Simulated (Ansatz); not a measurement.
**Cl2H4O4W: a ladder of functionals and wavefunction methods**

One table from this session's results is given with a row withheld; the runs are named, their logs left out.

Computed with Ansatz 0.2.0, Gaussian basis. Level: functionals in def2-TZVPP, the program's frozen cores in correlated methods.

Plan: LDA (SPW92), PBE-D4, revPBE-D4, BLYP-D4, r2SCAN-D4, B97M-V, PBE0-D4, B3LYP-D4, r2SCANh-D4, r2SCAN0-D4, HSE06-D4, BHLYP-D4, CAM-B3LYP-D4, LC-ωPBE, ωB97X-V, ωB97M-V, B2PLYP, PBE-QIDH; CCSD(T)/def2-SVP; CCSD(T)/def2-TZVPP; MP2/def2-QZVPP; extrapolation to the limit; RPA on PBE.

1 further run of the same task is left out (for a known fault of the program).

### The relaxed structure

The geometry comes from an earlier relaxation with PBE0-D4 in a triple-zeta def2 set; it is a stationary point, not always the lowest conformer. W takes the def2 core potential; no spin-orbit term is included.

SMILES `[OH][W]([OH])([OH])([OH])([Cl])[Cl]`, 11 atoms, charge 0, spin multiplicity 1.

Atoms are counted from 1 here; the program's logs count them from 0.

Bond lengths: O1–W2 1.877 Å, O1–H8 0.963 Å, W2–O3 1.852 Å, W2–O4 1.873 Å, W2–O5 1.872 Å, W2–Cl6 2.373 Å, W2–Cl7 2.405 Å, O3–H9 0.962 Å, O4–H10 0.962 Å, O5–H11 0.961 Å. Angles: W2–O1–H8 119.6°, O1–W2–O3 99.6°, O1–W2–O4 88.8°, O1–W2–O5 98.6°, O1–W2–Cl6 82.9°, O1–W2–Cl7 171.0°, O3–W2–O4 90.4°, O3–W2–O5 161.8°, O3–W2–Cl6 92.4°, O3–W2–Cl7 81.1°, O4–W2–O5 89.6°, O4–W2–Cl6 171.5°, O4–W2–Cl7 100.1°, O5–W2–Cl6 90.2°, O5–W2–Cl7 80.9°, Cl6–W2–Cl7 88.2°, W2–O3–H9 126.5°, W2–O4–H10 122.1° and more.

Set-up of the first run:

File in.yaml:

```yaml
crystal:
  periodic: [false, false, false]
  atoms:
    - {symbol: O, position_ang: [0.147694, -1.905077, 0.235231]}
    - {symbol: W, position_ang: [0.020340, -0.037517, 0.093536]}
    - {symbol: O, position_ang: [0.943722, 0.450785, 1.623019]}
    - {symbol: O, position_ang: [1.616816, -0.042657, -0.885878]}
    - {symbol: O, position_ang: [-0.946850, 0.057422, -1.506388]}
    - {symbol: Cl, position_ang: [-1.994613, -0.379956, 1.299725]}
    - {symbol: Cl, position_ang: [-0.472616, 2.316895, 0.088146]}
    - {symbol: H, position_ang: [-0.544813, -2.395265, 0.690461]}
    - {symbol: H, position_ang: [1.000026, 1.333562, 2.000239]}
    - {symbol: H, position_ang: [1.638278, -0.242038, -1.827093]}
    - {symbol: H, position_ang: [-1.407983, 0.843837, -1.811008]}
basis:
  gaussian: {orbitals: def2-TZVPP}
hamiltonian: {xc: lda}
output: {orbitals: {seedname: orbitals}}
```

Run with:

```sh
$ ansatz run in.yaml --threads 2 --pin off --events-out ev --progress --plain --max-ram 31744MiB --backend cpu
```

Among the steps run: LDA; PBE-D4 (GGA); revPBE-D4 (GGA); BLYP-D4 (GGA); r2SCAN-D4 (meta-GGA); B97M-V (meta-GGA); B3LYP-D4 (hybrid); r2SCANh-D4 (hybrid); r2SCAN0-D4 (hybrid); HSE06-D4 (hybrid); BHLYP-D4 (hybrid); CAM-B3LYP-D4 (range-separated); LC-ωPBE (range-separated); ωB97X-V (range-separated); ωB97M-V (range-separated); B2PLYP (double hybrid); PBE-QIDH (double hybrid).

One table of the session follows, with a row left open; its other results are not shown here.

It belongs to the step «Frontier levels by functional». 

| functional | HOMO (eV) | LUMO (eV) | gap (eV) |
| --- | --- | --- | --- |
| LDA (SPW92) | -7.13 | -4.32 | 2.81 |
| PBE-D4 | -6.95 | -4.11 | 2.84 |
| revPBE-D4 | -6.88 | -4.03 | 2.86 |
| BLYP-D4 | -6.80 | -4.02 | 2.78 |
| r2SCAN-D4 | -7.32 | -4.16 | 3.17 |
| B97M-V | -7.41 | -4.13 | 3.27 |
| PBE0-D4 | -8.35 | -3.53 | 4.82 |
| B3LYP-D4 | -8.08 | -3.73 | 4.35 |
| r2SCANh-D4 | -7.83 | -3.92 | 3.91 |
| r2SCAN0-D4 | -8.60 | -3.55 | 5.06 |
| HSE06-D4 | -7.95 | -3.90 | 4.05 |
| BHLYP-D4 | -9.63 | -2.77 | 6.85 |
| CAM-B3LYP-D4 | -9.70 | -2.54 | 7.16 |
| LC-ωPBE | ? | ? | ? |
| ωB97X-V | -10.72 | -1.50 | 9.22 |
| ωB97M-V | -10.57 | -1.52 | 9.05 |

Estimate the missing values for LC-ωPBE.

**Answer.** HOMO (eV): -11.09; LUMO (eV): -1.44; gap (eV): 9.65. In the column «HOMO (eV)» it is the lowest.
